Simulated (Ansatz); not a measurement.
# Ta3GaC3: one candidate of a structure search, part 3 of 3

The task: take a trial cell of Ta3GaC3 to zero force and stress.

Ansatz 0.2.0; DFT PBE, scalar-relativistic, plane waves, PAW. Earlier steps stand in the parts before.

**4. Full relaxation**

The end of the coarse run is made exact in the group found at a tolerance of 0.06 Å and reduced to its primitive cell.

input.yaml

```yaml
crystal:
  lattice:
    - [4.4351769562, 0.0, 0.0]
    - [0.0, 4.4351769562, 0.0]
    - [0.0, 0.0, 4.4351769562]
  atoms:
    - { symbol: Ta, position: [0.0, 0.5, 0.5] }
    - { symbol: Ta, position: [0.5, 0.0, 0.5] }
    - { symbol: Ta, position: [0.5, 0.5, 0.0] }
    - { symbol: Ga, position: [0.0, 0.0, 0.0] }
    - { symbol: C, position: [0.5, 0.0, 0.0] }
    - { symbol: C, position: [0.0, 0.5, 0.0] }
    - { symbol: C, position: [0.0, 0.0, 0.5] }
basis:
  ecutwfc: 420
kpoints:
  mp_grid: { grid: [8, 8, 8] }
hamiltonian:
  xc: pbe
scf:
  occupations: { method: gaussian, width: 0.1 }
output:
  forces: true
  stress: true
  eigenvalues: true
relax:
  adjacent_minimum: "off"
  f_tol: 0.01
  max_steps: 80
  cell: { stress_tol: 0.05 }
```

Started as:

```sh
$ ansatz run input.yaml --threads 1 --pin off --max-ram 2048MiB --backend cpu --events-out ev --progress --plain --runs-dir out
```

The log of the run:

```text
Warning: RAYON_NUM_THREADS=1 ignored (pool sized by the plan → 1); use --threads N
Engine: ansatz 0.2.0, x86_64-unknown-linux-gnu
Pseudopotentials: kind: paw
Pseudopotential: Ta, paw, valence charge 13, recommended cutoff 420 eV (normal), Ta.paw.azcp
Pseudopotential: Ga, paw, valence charge 13, recommended cutoff 420 eV (normal), Ga.paw.azcp
Pseudopotential: C, paw, valence charge 4, recommended cutoff 420 eV (normal), C.paw.azcp
Functional definition: PBE
  parameter kappa = 0.804
  parameter beta = 0.06672455060314922
  exchange = pbe_x(kappa = kappa, mu = beta*pi^2/3)
  correlation = pbe_c(beta = beta)
Crystal: 7 atoms, lattice volume = 87.243 Å³
Basis set: ecut = 420 eV, 1743 PW (Γ), exchange–correlation on 60×60×60 points (8 copies of the dense FFT grid, shifted against one another)
Bands: 39, of which v1, the nominal top of the filled ones, is band 32 counted from 1 (31 counted from 0)
Symmetry: 48 space group operations
Space group: Pm-3m (ITA 221), of the structure as read, at distance tolerance 4.4e-5 Å
k-points: 35 of 512
Non-local potential: Ta, projectors of the file, l = 0: 3, l = 1: 2, l = 2: 2, l = 3: 1
Non-local potential: Ga, projectors of the file, l = 0: 2, l = 1: 2, l = 2: 3, l = 3: 1
Non-local potential: C, projectors of the file, l = 0: 2, l = 1: 2, l = 2: 1
PAW form: soft (Blöchl's): semilocal exchange-correlation on the pseudo side does not see the compensation charge
PAW one-centre angular grid: Ta, 590 points (default); XC on 64 Gauss nodes
PAW one-centre angular grid: Ga, 590 points (default); XC on 64 Gauss nodes
PAW one-centre angular grid: C, 110 points (default); XC on 64 Gauss nodes
Initial density: superposition of atomic densities (neutral atoms: chi_scale 0, normalization atom), corrected by the library's trained network
Initial wavefunctions: pseudopotential atomic-orbital guess
Functional: x = pbe(κ = 0.804, μ = 0.2195149727645171), c = pbe(β = 0.06672455060314922)
SCF iter   1: F=—  HF=-34331.362331 eV  |F-HF|=—  |Δ(HF+E_count)|=         —  Δρ=1.32e-2  dr2=2.43e-1  ethr=1.77e-3  ⟨swp⟩=5.3  Hψ=5421  notcnv=0  defer=2
preconditioner: auto → Kerker (q_TF=auto, 2.591 Å⁻¹)  [metal: Δε(μ)=0.018 eV  Ē_g=9.651 eV  σ=0.100 eV  W_gap=0.10  n_scr=26 (ndim 8)  ℏωp=25.1 eV  f_vac=0.000  D(μ)=5.65/eV (n_scr^D=56)]
SCF iter   2: F=—  HF=-34331.315193 eV  |F-HF|=—  |Δ(HF+E_count)|=   4.71e-2  Δρ=4.72e-3  dr2=2.36e-2  ethr=3.80e-4  ⟨swp⟩=2.0  Hψ=1896  notcnv=0  defer=13
SCF iter   3: F=—  HF=-34331.310255 eV  |F-HF|=—  |Δ(HF+E_count)|=   4.94e-3  Δρ=2.03e-3  dr2=3.71e-3  ethr=3.69e-5  ⟨swp⟩=2.1  Hψ=1502  notcnv=0  defer=13
SCF iter   4: F=—  HF=-34331.309174 eV  |F-HF|=—  |Δ(HF+E_count)|=   1.08e-3  Δρ=2.57e-4  dr2=1.33e-4  ethr=5.80e-6  ⟨swp⟩=2.1  Hψ=1683  notcnv=0  defer=13
SCF iter   5: F=—  HF=-34331.309152 eV  |F-HF|=—  |Δ(HF+E_count)|=   2.24e-5  Δρ=1.62e-4  dr2=1.30e-5  ethr=2.08e-7  ⟨swp⟩=2.0  Hψ=2009  notcnv=0  defer=13
SCF iter   6: F=—  HF=-34331.309244 eV  |F-HF|=—  |Δ(HF+E_count)|=   9.22e-5  Δρ=6.05e-5  dr2=3.15e-6  ethr=2.03e-8  ⟨swp⟩=2.0  Hψ=2007  notcnv=0  defer=14
SCF iter   7: F=—  HF=-34331.309243 eV  |F-HF|=—  |Δ(HF+E_count)|=   6.73e-7  Δρ=1.73e-5  dr2=3.84e-7  ethr=4.93e-9  ⟨swp⟩=2.0  Hψ=1954  notcnv=0  defer=14
SCF iter   8: F=-34331.309243 eV  HF=-34331.309243 eV  |F-HF|=4.74e-9  |Δ(HF+E_count)|=   7.68e-8  Δρ=2.72e-6  dr2=8.98e-9  ethr=1.56e-10  ⟨swp⟩=9.4  Hψ=5014  notcnv=0
SCF 1 converged in 8 iterations: F = -34331.309243 eV  dr2 = 8.98e-9
relax step   1: F+E_penalty+E_count = -34331.30924326 eV  Δ(F+E_penalty+E_count) = +0.000e0 eV  max|allowed force component| = 1.560e-28 eV/Å  Δτ_max = 0.0000 Å  P = -0.196 GPa  Ω = 87.243 Å³  (8 SCF iters, dr2 threshold 1.00e-7 eV, accepted)
Crystal: 7 atoms, lattice volume = 87.141 Å³
Initial density: handed on by an earlier stage of this run
Initial wavefunctions: those handed on with the density
iter 1 solved again at ethr=9.43e-8 eV; its pass at ethr=3.10e-3 eV (dr2=6.04e-5 eV) is discarded
SCF iter   1: F=—  HF=-34331.309336 eV  |F-HF|=—  |Δ(HF+E_count)|=         —  Δρ=2.24e-4  dr2=5.72e-5  ethr=9.43e-8  ⟨swp⟩=2.0  Hψ=6275  notcnv=0
preconditioner: auto → Kerker (q_TF=auto, 2.591 Å⁻¹)  [metal: Δε(μ)=0.008 eV  Ē_g=9.615 eV  σ=0.100 eV  W_gap=0.04  n_scr=26 (ndim 8)  ℏωp=25.2 eV  f_vac=0.000  D(μ)=5.97/eV (n_scr^D=80)]
SCF iter   2: F=—  HF=-34331.309433 eV  |F-HF|=—  |Δ(HF+E_count)|=   9.69e-5  Δρ=6.55e-5  dr2=6.23e-6  ethr=8.94e-8  ⟨swp⟩=2.0  Hψ=1848  notcnv=0
SCF iter   3: F=—  HF=-34331.309431 eV  |F-HF|=—  |Δ(HF+E_count)|=   1.63e-6  Δρ=2.93e-5  dr2=1.72e-6  ethr=9.73e-9  ⟨swp⟩=2.0  Hψ=1754  notcnv=0
SCF iter   4: F=-34331.309431 eV  HF=-34331.309431 eV  |F-HF|=1.09e-7  |Δ(HF+E_count)|=   5.39e-7  Δρ=7.24e-6  dr2=3.37e-8  ethr=1.50e-10  ⟨swp⟩=3.5  Hψ=5610  notcnv=0
SCF 2 converged in 4 iterations: F = -34331.309431 eV  dr2 = 3.37e-8
relax step   2: F+E_penalty+E_count = -34331.30943064 eV  Δ(F+E_penalty+E_count) = -1.874e-4 eV  max|allowed force component| = 4.008e-30 eV/Å  Δτ_max = 0.0000 Å  P = +0.096 GPa  Ω = 87.141 Å³  energy of the carried Pulay correction = +1.556e-4 eV  (4 SCF iters, dr2 threshold 9.58e-8 eV, accepted)
Crystal: 7 atoms, lattice volume = 87.175 Å³
iter 1 solved again at ethr=1.03e-8 eV; its pass at ethr=3.10e-3 eV (dr2=6.62e-6 eV) is discarded
SCF iter   1: F=—  HF=-34331.309283 eV  |F-HF|=—  |Δ(HF+E_count)|=         —  Δρ=7.47e-5  dr2=6.31e-6  ethr=1.03e-8  ⟨swp⟩=2.0  Hψ=6223  notcnv=0
preconditioner: auto → Kerker (q_TF=auto, 2.591 Å⁻¹)  [metal: Δε(μ)=0.006 eV  Ē_g=9.614 eV  σ=0.100 eV  W_gap=0.03  n_scr=26 (ndim 8)  ℏωp=25.2 eV  f_vac=0.000  D(μ)=5.98/eV (n_scr^D=80)]
SCF iter   2: F=—  HF=-34331.309390 eV  |F-HF|=—  |Δ(HF+E_count)|=   1.07e-4  Δρ=2.07e-5  dr2=5.44e-7  ethr=9.85e-9  ⟨swp⟩=2.0  Hψ=1889  notcnv=0
SCF iter   3: F=—  HF=-34331.309390 eV  |F-HF|=—  |Δ(HF+E_count)|=   1.38e-7  Δρ=9.54e-6  dr2=1.69e-7  ethr=8.50e-10  ⟨swp⟩=2.0  Hψ=1935  notcnv=0
SCF iter   4: F=—  HF=-34331.309390 eV  |F-HF|=—  |Δ(HF+E_count)|=   4.33e-8  Δρ=3.47e-6  dr2=7.79e-9  ethr=3.63e-11  ⟨swp⟩=3.2  Hψ=5667  notcnv=0
SCF iter   5: F=-34331.309390 eV  HF=-34331.309390 eV  |F-HF|=9.82e-10  |Δ(HF+E_count)|=   1.26e-8  Δρ=1.24e-6  dr2=1.76e-9  ethr=1.22e-11  ⟨swp⟩=4.0  Hψ=3900  notcnv=0
SCF 3 converged in 5 iterations: F = -34331.309390 eV  dr2 = 1.76e-9
relax step   3: F+E_penalty+E_count = -34331.30938952 eV  Δ(F+E_penalty+E_count) = +4.112e-5 eV  max|allowed force component| = 6.258e-29 eV/Å  Δτ_max = 0.0000 Å  P = -0.000 GPa  Ω = 87.175 Å³  energy of the carried Pulay correction = +1.043e-4 eV  (5 SCF iters, dr2 threshold 2.32e-8 eV, accepted)
Initial wavefunctions: pseudopotential atomic-orbital guess (no wavefunctions were taken with the density)
iter 1 solved again at ethr=1.73e-8 eV; its pass at ethr=3.10e-3 eV (dr2=1.11e-5 eV) is discarded
SCF iter   1: F=—  HF=-34331.309144 eV  |F-HF|=—  |Δ(HF+E_count)|=         —  Δρ=6.74e-6  dr2=9.81e-9  ethr=1.73e-8  ⟨swp⟩=3.9  Hψ=9578  notcnv=0
preconditioner: auto → Kerker (q_TF=auto, 2.591 Å⁻¹)  [metal: Δε(μ)=0.007 eV  Ē_g=9.614 eV  σ=0.100 eV  W_gap=0.04  n_scr=26 (ndim 8)  ℏωp=25.2 eV  f_vac=0.000  D(μ)=5.98/eV (n_scr^D=80)]
SCF iter   2: F=—  HF=-34331.309253 eV  |F-HF|=—  |Δ(HF+E_count)|=   1.09e-4  Δρ=3.20e-6  dr2=2.60e-9  ethr=1.53e-11  ⟨swp⟩=3.2  Hψ=3054  notcnv=0
SCF iter   3: F=—  HF=-34331.309253 eV  |F-HF|=—  |Δ(HF+E_count)|=   1.88e-9  Δρ=1.97e-6  dr2=1.03e-9  ethr=4.07e-12  ⟨swp⟩=1.0  Hψ=1365  notcnv=0
SCF iter   4: F=-34331.309253 eV  HF=-34331.309253 eV  |F-HF|=2.91e-11  |Δ(HF+E_count)|=   1.03e-9  Δρ=2.11e-7  dr2=4.71e-11  ethr=1.00e-12  ⟨swp⟩=3.4  Hψ=5841  notcnv=0
SCF 4 converged in 4 iterations: F = -34331.309253 eV  dr2 = 4.71e-11
relax step   4: F+E_penalty+E_count = -34331.30925348 eV  Δ(F+E_penalty+E_count) = +1.360e-4 eV  max|allowed force component| = 1.498e-28 eV/Å  Δτ_max = 0.0000 Å  P = -0.001 GPa  Ω = 87.175 Å³  stress off target by 1.28e-3 GPa  SCF on the basis re-selected at this cell (its energy is not comparable with the rows above)  (4 SCF iters)
basis re-selected at this cell: Δ(F+E_penalty+E_count) = +1.360e-4 eV, ΔP = -0.001 GPa vs the last step (what re-selecting the basis moved, of the pressure what is left beyond the Pulay correction that the steps carried, after the strain that the cell walked since its last selection, with what the two solves' SCF thresholds leave and, on support functions, any second-order correction that the steps lacked; it is no measure of the basis error at this ecutwfc). This SCF's stress stands 1.28e-3 GPa from its target on what of the cell is left free (relax.cell.stress_tol is 5.00e-2 GPa) and its largest allowed force component is 1.50e-28 eV/Å (relax.f_tol is 1.00e-2 eV/Å): within both
SCF converged after 4 iterations
Free energy (F): -34331.309253 eV
Harris-Foulkes:  -34331.309253 eV  (|F-HF|=2.91e-11)
Internal energy: -34331.279368 eV  (E = F + TS)
E sigma→0 (E₀):  -34331.294311 eV
Entropy (-TS):   -0.029886 eV (-4.269 meV/atom)
Fermi energy:    16.602167 eV
--- Per-component energies (eV) ---
  E_band       = -263.356325
  E_kinetic    = 1478.327753
  E_local      = -3565.496411  (includes V_loc(G=0)·N_el)
  E_nonlocal   = 552.335916
  E_hartree    = 1450.403956
  E_xc         = -868.205574
  E_vxc        = -848.670850  (∫ρ·V_xc dr)
  E_paw        = -27481.960825  (= ΣΔE_a)
  E_vpaw       = -780.660929  (= ΣTr[D̂ρ^β])
  E_aug_tail   = 0.000374  (compensation charges beyond the density's cutoff)
  E_ewald      = -5896.684556
  E_smearing   = -0.029886  (= −TS)
  E_closure    = 0.000000  (closes the sum)
  Σ components = -34331.309253   (vs F -34331.309253, Δ=0.00e0)
--- Forces (eV/Å), atoms counted from 1 ---
  atom   1  Ta    -0.00000000     0.00000000    -0.00000000
  atom   2  Ta    -0.00000000    -0.00000000    -0.00000000
  atom   3  Ta     0.00000000     0.00000000    -0.00000000
  atom   4  Ga     0.00000000     0.00000000     0.00000000
  atom   5  C      0.00000000    -0.00000000    -0.00000000
  atom   6  C      0.00000000    -0.00000000    -0.00000000
  atom   7  C     -0.00000000     0.00000000     0.00000000
  max |Σ_I F_I| component: 1.29e-28 eV/Å
--- Stress (GPa, compression-positive) ---
       -0.001276      -0.000000       0.000000
       -0.000000      -0.001276      -0.000000
        0.000000      -0.000000      -0.001276
  P = ⅓ Tr σ = -0.0013 GPa (-0.013 kbar)
--- Band table (eV; the first three rows and the last of 35) ---
  k-point 0: bands = ["-51.4001", "-51.3535", "-51.3535", "-18.1395", "-18.1395", "-18.1395", "-17.9445", "-17.9445", "-17.9445", "-17.6302", "-17.6302", "-17.6302", "1.3171", "1.3171", "1.5873", "1.5873", "1.5873", "2.5067", "5.9605", "5.9605", "11.7324", "11.7324", "11.7324", "11.8151", "14.1029", "14.1029", "14.1029", "16.0273", "16.0273", "16.0273", "16.2997", "16.2997", "16.2997", "16.5263", "17.6761", "17.6761", "17.6761", "19.3251", "19.3251"]
  k-point 1: bands = ["-51.3986", "-51.3551", "-51.3535", "-18.1306", "-18.1306", "-18.1273", "-17.9473", "-17.9473", "-17.9459", "-17.6462", "-17.6367", "-17.6367", "1.3248", "1.3321", "1.5875", "1.5877", "1.5877", "2.6323", "5.8466", "6.0736", "11.4073", "11.6289", "11.6289", "12.1193", "14.1648", "14.1856", "14.1856", "15.2979", "15.4725", "15.9794", "15.9794", "16.1780", "16.1780", "17.2008", "17.5310", "18.0957", "18.0957", "19.3395", "19.3933"]
  k-point 2: bands = ["-51.3942", "-51.3595", "-51.3535", "-18.1064", "-18.1064", "-18.0941", "-17.9564", "-17.9564", "-17.9493", "-17.6884", "-17.6527", "-17.6527", "1.3429", "1.3683", "1.5880", "1.5886", "1.5886", "2.9939", "5.5014", "6.3804", "11.1030", "11.4110", "11.4110", "12.5469", "13.9544", "14.2540", "14.3341", "14.3621", "14.3621", "15.5187", "15.5187", "16.5273", "16.5273", "17.1719", "18.3310", "18.7970", "18.7970", "18.8730", "19.4754"]
  k-point 34: bands = ["-51.3690", "-51.3690", "-51.3690", "-18.2063", "-18.2063", "-18.2063", "-18.1178", "-17.7664", "-17.7664", "-17.7664", "-17.5783", "-17.5783", "1.4797", "1.4797", "1.5622", "1.5622", "1.5622", "6.5734", "6.5734", "6.5734", "6.7273", "10.2578", "10.2578", "10.2578", "12.0729", "12.0729", "12.0729", "15.6673", "15.6673", "15.8205", "15.8205", "15.8205", "16.5573", "19.0832", "20.3653", "20.3653", "20.3653", "21.2365", "21.2365"]
--- Relaxed structure (3 steps of the walk, 3 accepted, 1 SCFs on fresh bases) ---
  F+E_penalty+E_count = -34331.30925348 eV   max|allowed force component| = 1.498e-28 eV/Å   (the final SCF, on the basis selected at the relaxed cell)
  cell:  # Å, volume = 87.1748 Å³
    - [4.434013989798474, 3.810482487625527e-34, -8.024708101613482e-36]
    - [3.810482487625527e-34, 4.434013989798474, 0.0]
    - [-8.024708101613482e-36, 0.0, 4.434013989798474]
  atoms:
    - { symbol: Ta, position: [3.2826454082521115e-35, 0.5000000000000001, 0.5000000000000001] }
    - { symbol: Ta, position: [0.5000000000000001, -1.4342055434354722e-47, 0.5000000000000001] }
    - { symbol: Ta, position: [0.5000000000000001, 0.5000000000000001, 3.489426221364702e-36] }
    - { symbol: Ga, position: [-2.597683964839401e-35, 1.8571479783599853e-47, -4.652568295167746e-36] }
    - { symbol: C, position: [0.5000000000000001, -7.237328459158499e-36, -1.292380081933902e-37] }
    - { symbol: C, position: [-2.959550387761892e-35, 0.5000000000000001, 1.680094106593061e-36] }
    - { symbol: C, position: [-2.4555221558146937e-36, -1.8093321147810446e-36, 0.5000000000000001] }
```

Run time: 23 s. Hardware: 1 thread of Intel Xeon Platinum 8488C (Sapphire Rapids), shared host; peak memory 0.56 GiB.

Step by step:

```
step  E - E(step 1) (eV/cell)  largest force component (eV/Å)  pressure (GPa)  volume (Å³)
   1                   0.0000                          0.0000           -0.20        87.24
   2                  -0.0002                          0.0000            0.10        87.14
   3                  -0.0001                          0.0000            0.00        87.17
   4                   0.0000                          0.0000            0.00        87.17
```

Step 1 is the start. Step 4 repeats the geometry before it on a plane-wave basis chosen anew for that cell, so its energy need not be comparable with the rows above.

|  | before | after | change |
| --- | --- | --- | --- |
| a (Å) | 4.435 | 4.434 | 0.0 % |
| b (Å) | 4.435 | 4.434 | 0.0 % |
| c (Å) | 4.435 | 4.434 | 0.0 % |
| volume (Å³/atom) | 12.46 | 12.45 | -0.1 % |
| shortest distance (Å) | 2.218 | 2.217 | 0.0 % |
| space group (0.01 Å) | Pm-3m | Pm-3m | same |

Forces and stress were held to the start's 48 operations: a distortion of lower symmetry was not tested.

**5. Summary of results**

The summary covers parts 1 to 3. Changes of volume or cell count from the first structure of part 1.

| quantity | value |
| --- | --- |
| symmetry at the end (tolerance 0.05 Å) | space group Pm-3m (No. 221) |
| conventional cell | a = 4.434 Å, b = 4.434 Å, c = 4.434 Å, α = 90.00°, β = 90.00°, γ = 90.00° |
| volume | 12.45 Å³/atom |
| energy over the elements | +0.19 eV/atom |
| gap on the mesh | none (metal) |

**Reading.** The space group Pm-3m (No. 221) is kept, and the volume per atom shrinks by 29.7 % from the first guess. The formation energy is positive, so the separate elements lie lower. No finished test with a distortion of lower symmetry is shown, so the end may be a saddle point. Spin-orbit coupling is left out for Ta.
